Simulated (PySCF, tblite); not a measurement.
# Si25H30S2: electronic excitations, NMR shifts, part 2 of 2

tblite 0.8.0 and PySCF 2.14.0. Atoms count from 0. The steps go on from the part before.

## (4) NMR shifts: GIAO KT3/pcSseg-1

What the job is given:

```
{"job": {"kind": "nmr", "xc": "KT3", "basis": "pcSseg-1", "pop": false}, "charge": 0, "multiplicity": 1}
Si    -4.273741    -0.344102    -3.362205
Si    -4.442059    -0.474260     3.113839
Si    -4.349288    -0.343712     0.783907
Si    -4.254830     1.840865    -0.098102
Si    -4.070978     1.780800    -2.438921
Si     3.383823    -0.473104    -3.279087
Si     5.397584    -1.442905    -0.182473
Si     5.387825    -1.396759    -2.510017
Si    -0.494928    -0.654990    -3.201083
Si     1.503943    -1.510491    -0.081290
Si     1.498913    -1.623688    -2.449033
Si    -2.493630    -1.502855    -0.110391
Si    -2.516411    -1.609280    -2.478229
Si     3.414012    -0.428913     3.109990
Si     3.476023    -0.447996     0.760209
Si    -0.511382    -0.563335     3.171605
Si    -0.490320    -0.541746     0.797073
Si     1.498808    -1.348101     4.048843
Si    -2.512921    -1.377630     4.044039
Si     3.289398     1.777287    -0.081941
Si     3.128213     1.696985    -2.420927
Si    -0.473398     1.796711     0.139576
Si    -0.473387     1.494257    -2.220270
Si     1.476222     2.864118     0.887154
Si    -2.414596     2.887265     0.874849
S      1.227981     2.556586    -3.062937
S     -2.145843     2.637556    -3.021461
H     -4.293074    -0.376179    -4.830016
H     -5.610352    -0.823045    -2.977952
H     -5.657814    -1.165629     3.571237
H     -4.622486     0.893917     3.630264
H     -5.572777    -0.971454     0.235543
H     -5.521416     2.534198     0.207516
H     -4.902234     2.790275    -3.098726
H      3.341036    -0.480714    -4.754286
H      6.611657    -0.799519     0.342906
H      5.514542    -2.825322     0.303181
H      6.564185    -0.685542    -3.031305
H      5.543105    -2.750185    -3.058120
H     -0.479154    -0.560582    -4.675727
H      1.531225    -2.904681     0.409537
H      1.523575    -3.039080    -2.862766
H     -2.522862    -2.893197     0.391277
H     -2.564670    -3.016325    -2.917953
H      4.643402    -1.035058     3.646348
H      3.525633     0.977139     3.536125
H     -0.519973     0.896681     3.471276
H      1.516094    -1.278427     5.520266
H      1.526014    -2.797519     3.783666
H     -2.535104    -1.300585     5.514559
H     -2.504590    -2.828335     3.784688
H      4.576940     2.446722     0.192595
H      3.981447     2.673378    -3.099340
H      1.469519     4.317720     0.680179
H      1.515189     2.699062     2.350561
H     -2.381450     4.338636     0.665649
H     -2.448709     2.727239     2.340094
```

Level: GIAO KT3/pcSseg-1 NMR shielding, non-relativistic, gas phase.

The program printed:

```text
start: PBE on a coarse grid of 58853 points
cycle   1  E = -8047.6160753130  dE =  1.859e+00  |g| = 5.426e-01  |ddm| = 8.277e+00
cycle   2  E = -8047.3886205828  dE =  2.275e-01  |g| = 9.820e-01  |ddm| = 3.435e+00
cycle   3  E = -8047.6723467236  dE = -2.837e-01  |g| = 2.780e-01  |ddm| = 3.204e+00
cycle   4  E = -8047.6950104926  dE = -2.266e-02  |g| = 1.222e-01  |ddm| = 9.644e-01
cycle   5  E = -8047.7002912758  dE = -5.281e-03  |g| = 3.483e-02  |ddm| = 3.623e-01
cycle   6  E = -8047.7006484521  dE = -3.572e-04  |g| = 1.875e-02  |ddm| = 1.245e-01
cycle   7  E = -8047.7007718688  dE = -1.234e-04  |g| = 4.566e-03  |ddm| = 5.047e-02
final grid: 433266 points
cycle   8  E = -8115.6124783541  dE = -1.444e-01  |g| = 6.271e-01  |ddm| = 1.786e+00
cycle   9  E = -8115.6233406103  dE = -1.086e-02  |g| = 3.152e-01  |ddm| = 9.689e-01
cycle  10  E = -8115.6263127423  dE = -2.972e-03  |g| = 1.410e-01  |ddm| = 7.774e-01
cycle  11  E = -8115.6340606329  dE = -7.748e-03  |g| = 1.753e-02  |ddm| = 4.019e-01
cycle  12  E = -8115.6341652643  dE = -1.046e-04  |g| = 6.024e-03  |ddm| = 5.257e-02
cycle  13  E = -8115.6341830279  dE = -1.776e-05  |g| = 2.006e-03  |ddm| = 1.862e-02
cycle  14  E = -8115.6341837408  dE = -7.129e-07  |g| = 8.031e-04  |ddm| = 6.195e-03
cycle  15  E = -8115.6341873675  dE = -3.627e-06  |g| = 3.608e-04  |ddm| = 2.550e-03
cycle  16  E = -8115.6341829421  dE =  4.425e-06  |g| = 1.149e-04  |ddm| = 1.147e-03
cycle  17  E = -8115.6341895005  dE = -6.558e-06  |g| = 2.816e-05  |ddm| = 3.400e-04
converged SCF energy = -8115.6341895005

GIAO shielding tensors (ppm)
atom      isotropic    diamagn.    paramagn.     s11        s22        s33       span
  0 Si     479.803     883.224    -403.421    452.833    470.203    516.372     63.539
  1 Si     471.740     883.114    -411.374    453.593    467.826    493.801     40.208
  2 Si     483.202     884.256    -401.054    469.860    479.481    500.265     30.405
  3 Si     476.269     884.167    -407.897    444.892    487.569    496.345     51.453
  4 Si     404.263     883.030    -478.767    341.847    413.737    457.206    115.359
  5 Si     488.504     883.814    -395.310    474.068    478.837    512.606     38.538
  6 Si     467.156     883.451    -416.296    446.922    455.799    498.746     51.824
  7 Si     477.730     883.545    -405.815    455.842    479.920    497.430     41.588
  8 Si     470.633     882.667    -412.034    441.645    455.723    514.530     72.885
  9 Si     472.625     881.140    -408.515    457.372    474.873    485.630     28.258
 10 Si     478.378     883.077    -404.699    460.653    475.415    499.065     38.412
 11 Si     470.737     882.211    -411.474    461.450    466.683    484.079     22.628
 12 Si     480.164     883.677    -403.513    468.535    477.058    494.899     26.364
 13 Si     465.089     883.074    -417.985    447.626    455.122    492.520     44.893
 14 Si     494.457     884.234    -389.777    482.231    488.976    512.164     29.932
 15 Si     472.870     884.699    -411.829    454.529    462.552    501.529     47.000
 16 Si     475.139     880.526    -405.388    469.136    476.616    479.664     10.527
 17 Si     474.025     881.977    -407.951    454.992    474.898    492.186     37.194
 18 Si     474.843     881.965    -407.122    455.185    475.870    493.474     38.290
 19 Si     475.069     883.179    -408.110    443.424    484.198    497.584     54.161
 20 Si     402.693     882.234    -479.541    330.914    413.945    463.221    132.308
 21 Si     461.378     881.743    -420.365    441.512    456.566    486.056     44.545
 22 Si     349.266     877.654    -528.388    320.176    347.087    380.535     60.359
 23 Si     471.362     883.298    -411.936    436.581    482.977    494.527     57.946
 24 Si     470.929     883.639    -412.711    438.505    478.188    496.093     57.588
 25 S      678.784    1061.348    -382.564    612.214    641.668    782.470    170.257
 26 S      684.794    1061.541    -376.748    610.592    639.421    804.368    193.776
 27 H       28.110      30.173      -2.063     23.964     25.103     35.263     11.299
 28 H       28.162      30.918      -2.756     23.687     26.293     34.507     10.820
 29 H       27.954      28.670      -0.716     23.080     24.983     35.800     12.721
 30 H       28.084      29.670      -1.586     24.466     27.043     32.743      8.277
 31 H       27.903      32.723      -4.820     22.845     26.117     34.746     11.901
 32 H       27.849      31.939      -4.090     23.262     24.630     35.655     12.393
 33 H       26.242      30.152      -3.910     21.991     23.487     33.249     11.258
 34 H       28.111      31.745      -3.634     23.155     26.061     35.118     11.962
 35 H       28.171      29.668      -1.497     23.589     25.770     35.154     11.564
 36 H       28.021      29.569      -1.548     23.701     26.085     34.276     10.575
 37 H       28.132      29.138      -1.006     24.143     24.869     35.384     11.242
 38 H       28.132      29.243      -1.111     24.428     25.068     34.899     10.471
 39 H       27.892      33.714      -5.821     23.403     26.825     33.450     10.047
 40 H       27.439      33.229      -5.789     24.504     25.564     32.249      7.745
 41 H       27.762      32.532      -4.770     23.226     25.609     34.451     11.225
 42 H       27.456      32.566      -5.110     24.264     25.261     32.843      8.579
 43 H       27.763      31.404      -3.642     23.433     24.793     35.063     11.630
 44 H       28.000      29.865      -1.865     22.691     26.001     35.307     12.617
 45 H       27.942      30.067      -2.125     24.577     26.988     32.260      7.683
 46 H       27.790      32.686      -4.896     25.464     27.777     30.129      4.665
 47 H       28.062      29.046      -0.984     22.673     25.792     35.721     13.048
 48 H       28.047      30.758      -2.711     25.755     25.863     32.524      6.769
 49 H       28.096      28.735      -0.639     22.796     25.855     35.636     12.840
 50 H       28.079      30.358      -2.279     25.223     26.220     32.794      7.571
 51 H       27.857      32.910      -5.053     24.001     24.656     34.915     10.914
 52 H       26.236      31.130      -4.894     21.603     24.290     32.816     11.212
 53 H       27.771      31.360      -3.589     23.597     24.889     34.826     11.229
 54 H       27.735      32.069      -4.334     25.307     26.203     31.694      6.388
 55 H       27.850      31.264      -3.414     23.698     24.992     34.859     11.160
 56 H       27.812      31.999      -4.188     25.120     26.414     31.902      6.782
```

Wall time 86 s (4 threads of Arm Neoverse N1, shared host); peak memory 2.3 GiB.

The references, computed at this level on geometries of the same kind, shield at (ppm): 1H TMS 31.76, 29Si TMS 361.7. Their shielding less the atom's gives the shift. The references are single molecules in the gas phase.

| atoms | environment | σ (ppm) | δ (ppm) |
| --- | --- | --- | --- |
| H52 | hydrogen on a silicon bonded to S, 2 Si | 26.24 | 5.52 |
| H33 | hydrogen on a silicon bonded to S, 2 Si | 26.24 | 5.52 |
| H40 | hydrogen on a silicon bonded to 3 Si | 27.44 | 4.32 |
| H42 | hydrogen on a silicon bonded to 3 Si | 27.46 | 4.30 |
| H54 | hydrogen on a silicon bonded to 2 Si | 27.73 | 4.03 |
| H41 | hydrogen on a silicon bonded to 3 Si | 27.76 | 4.00 |
| H43 | hydrogen on a silicon bonded to 3 Si | 27.76 | 4.00 |
| H53 | hydrogen on a silicon bonded to 2 Si | 27.77 | 3.99 |
| H46 | hydrogen on a silicon bonded to 3 Si | 27.79 | 3.97 |
| H56 | hydrogen on a silicon bonded to 2 Si | 27.81 | 3.95 |
| H32 | hydrogen on a silicon bonded to 3 Si | 27.85 | 3.91 |
| H55 | hydrogen on a silicon bonded to 2 Si | 27.85 | 3.91 |
| H51 | hydrogen on a silicon bonded to 3 Si | 27.86 | 3.90 |
| H39 | hydrogen on a silicon bonded to 3 Si | 27.89 | 3.87 |
| H31 | hydrogen on a silicon bonded to 3 Si | 27.90 | 3.86 |
| H45 | hydrogen on a silicon bonded to 2 Si | 27.94 | 3.82 |
| H29 | hydrogen on a silicon bonded to 2 Si | 27.95 | 3.81 |
| H44 | hydrogen on a silicon bonded to 2 Si | 28.00 | 3.76 |
| H36 | hydrogen on a silicon bonded to 2 Si | 28.02 | 3.74 |
| H48 | hydrogen on a silicon bonded to 2 Si | 28.05 | 3.71 |
| H47 | hydrogen on a silicon bonded to 2 Si | 28.06 | 3.70 |
| H50 | hydrogen on a silicon bonded to 2 Si | 28.08 | 3.68 |
| H30 | hydrogen on a silicon bonded to 2 Si | 28.08 | 3.68 |
| H49 | hydrogen on a silicon bonded to 2 Si | 28.10 | 3.66 |
| H27 | hydrogen on a silicon bonded to 2 Si | 28.11 | 3.65 |
| H34 | hydrogen on a silicon bonded to 3 Si | 28.11 | 3.65 |
| H38 | hydrogen on a silicon bonded to 2 Si | 28.13 | 3.63 |
| H37 | hydrogen on a silicon bonded to 2 Si | 28.13 | 3.63 |
| H28 | hydrogen on a silicon bonded to 2 Si | 28.16 | 3.60 |
| H35 | hydrogen on a silicon bonded to 2 Si | 28.17 | 3.59 |
| Si22 | silicon bonded to 2 S, 2 Si | 349.3 | 12.4 |
| Si20 | silicon bonded to S, 2 Si, H | 402.7 | -41.0 |
| Si4 | silicon bonded to S, 2 Si, H | 404.3 | -42.6 |
| Si21 | silicon bonded to 4 Si | 461.4 | -99.7 |
| Si13 | silicon bonded to 2 Si, 2 H | 465.1 | -103.4 |
| Si6 | silicon bonded to 2 Si, 2 H | 467.2 | -105.5 |
| Si8 | silicon bonded to 3 Si, H | 470.6 | -109.0 |
| Si11 | silicon bonded to 3 Si, H | 470.7 | -109.1 |
| Si24 | silicon bonded to 2 Si, 2 H | 470.9 | -109.3 |
| Si23 | silicon bonded to 2 Si, 2 H | 471.4 | -109.7 |

Ring of atoms Si0, Si2, Si3, Si4, Si11, Si12: NICS(0) -1.5, NICS(1) -1.7, NICS(1)zz 2.0 ppm (means of both faces).

Ring of atoms Si0, Si4, Si8, Si12, Si22, S26: NICS(0) -1.6, NICS(1) -1.5, NICS(1)zz 3.5 ppm (means of both faces).

Ring of atoms Si1, Si2, Si11, Si15, Si16, Si18: NICS(0) -1.9, NICS(1) -1.7, NICS(1)zz 5.5 ppm (means of both faces).

## (5) Outcome

What follows sums up all 2 parts.

| quantity | value |
| --- | --- |
| lowest singlet (B3LYP/6-31G*) | 3.62 eV (342 nm), f = 0.000 |
| brightest single state of those computed | state 3, 3.83 eV, f = 0.007 |
| lowest triplet | 3.48 eV |
| surface potential, 1st and 99th percentile | -0.99 V and 1.29 V |
| 1H shifts against TMS (KT3/pcSseg-1) | 5.52, 5.52, 4.32, 4.30, 4.03, 4.00, 4.00, 3.99, 3.97, 3.95, 3.91, 3.91, 3.90, 3.87 ppm and more |
| 29Si shifts against TMS (KT3/pcSseg-1) | 12.4, -41.0, -42.6, -99.7, -103.4, -105.5, -109.0, -109.1, -109.3, -109.7, -110.1, -111.0, -111.2, -112.4 ppm and more |
| shieldings of S (KT3/pcSseg-1) | S25 678.8, S26 684.8 ppm |

**Reading.** The first singlet state (HOMO→LUMO 0.94) lies at 3.62 eV and is dark; of the 6 states computed, the strongest absorption comes from state 3 at 3.83 eV. The lowest triplet lies 0.14 eV below the lowest singlet. At B3LYP/6-31G*, counted by nearest atom on the grid, the HOMO lies on S25, S26 about 22 % each; Si21 11 %, the LUMO on Si9, Si11, Si16 about 8 % each; Si10, Si14 about 6 % each. At KT3/pcSseg-1: The widest tensor belongs to S26: span 194 ppm, with a paramagnetic part of -377 ppm.
